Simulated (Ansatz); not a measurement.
# BeBH (triplet): from Hartree-Fock to the top rungs at scale of all distances = 1.776, cc-pVDZ

Aim: climb from Hartree-Fock through coupled cluster and multireference methods for BeBH (triplet) at one geometry and basis, and see what each rung misses.

The runs use Ansatz 0.2.0, Gaussian basis; cc-pVDZ, core rule «outside noble gas», up to 2 orbitals frozen.

Plan: UHF; CCSD(T) on ROHF; CCSD(T) on UHF; BCCD(T) on ROHF; CISD as a restricted active space (open shells left free, so some higher excitations enter); CCSDT(Q) on ROHF; CCSDT(Q) on UHF; CASSCF and MRCISD+Q, 4 electrons in 4 orbitals; CASSCF and NEVPT2, 4 electrons in 4 orbitals; CASSCF and MRCISD+Q, 6 electrons in 9 orbitals; CASSCF and MRCISD+Q(relaxed), 6 electrons in 9 orbitals; CASSCF and NEVPT2, 6 electrons in 9 orbitals; Full CI.

27 further runs of the same task are left out: 9 for a known fault of the program, 10 that didn't finish, 8 set aside as unsound or not needed. Runs told in other sessions of the task aren't counted.

**1. The system**

The geometry derives from a PBE0/def2-TZVP stationary point (not a proven minimum). All distances are scaled together.

3 atoms, charge 0, spin multiplicity 3.

Atoms are counted from 1 here; the program's logs count them from 0.

No contacts short enough for the rule that draws bonds.

Geometry (Å):

```xyz
3
BBeH
B     0.0000    0.0000    0.3691
Be    0.0000    0.0000   -2.8505
H     0.0000    0.0000    2.4814
```

**2. UHF**

in.yaml reads:

```yaml
crystal:
  periodic: [false, false, false]
  atoms:
    - {symbol: B, position_ang: [0.000000, 0.000000, 0.369063]}
    - {symbol: Be, position_ang: [0.000000, 0.000000, -2.850492]}
    - {symbol: H, position_ang: [0.000000, 0.000000, 2.481429]}
basis:
  gaussian: {orbitals: cc-pVDZ}
magnetization: {spin_polarized: true, initial_magnetization: 2}
hamiltonian: {xc: hf}
output: {orbitals: {seedname: orbitals}}
```

Launch:

```sh
> ansatz run in.yaml --threads 1 --pin off --events-out ev --progress --plain --max-ram 2393MiB
```

After this run come: CCSD(T) on ROHF; CCSD(T) on UHF; BCCD(T) on ROHF; CISD as a restricted active space (open shells left free, so some higher excitations enter); CCSDT(Q) on ROHF; CCSDT(Q) on UHF; CASSCF and MRCISD+Q, 4 electrons in 4 orbitals; CASSCF and NEVPT2, 4 electrons in 4 orbitals; CASSCF and MRCISD+Q, 6 electrons in 9 orbitals; CASSCF and MRCISD+Q(relaxed), 6 electrons in 9 orbitals; CASSCF and NEVPT2, 6 electrons in 9 orbitals; Full CI.

**Question.** What will the summary of the whole plan be? Wanted: FCI from the RHF energy; RMP2 from FCI; UMP2 from FCI; RCCSD from FCI; RCCSD(T) from FCI; UCCSD(T) from FCI; RCCSDT(Q) from FCI; UCCSDT(Q) from FCI; NEVPT2 pair from FCI.

As calculated:

| quantity | value |
| --- | --- |
| FCI from the ROHF energy | -3.2487 eV |
| RMP2 from FCI | +1267.1 meV |
| UMP2 from FCI | +1386.7 meV |
| RCCSD from FCI | +84.5 meV |
| RCCSD(T) from FCI | +28.3 meV |
| UCCSD(T) from FCI | +31.7 meV |
| RCCSDT(Q) from FCI | +0.6 meV |
| UCCSDT(Q) from FCI | +0.4 meV |
| NEVPT2 pair from FCI | +1066.8 meV |
| MRCISD+Q pair from FCI | -72.0 meV |
| NEVPT2 valence from FCI | +289.7 meV |
| levels within 1 kcal/mol (43 meV) | RCCSD(T), UCCSD(T), BCCD(T), RCCSDT, UCCSDT, RCCSDT(Q), UCCSDT(Q), MRCISD valence, MRCISD+Q valence, MRCISD+Q(relaxed) valence |
| T1 diagnostic | 0.050 |
| effectively unpaired electrons | 2.25 |

In words: RCCSD(T) misses by +28.3 meV, 0.9 % of the correlation energy. MRCISD+Q pair, MRCISD+Q(relaxed) valence fall below full CI: the +Q correction isn't variational, and the cores differ from full CI's. The occupations show static correlation (2.25 effectively unpaired electrons where one determinant has 2). Of the multireference levels listed MRCISD+Q valence comes nearest in total energy (+8.0 meV), which doesn't show that its space is the better one. These misses are within one basis, not against nature; the frozen cores of restricted and unrestricted runs differ, which can shift their rows.

Levels on UHF freeze UHF's core orbitals, full CI those of ROHF, so the U rows can settle a little off it for that reason alone.

With open shells the CI space here admits some higher excitations, so it is larger than plain CISD.
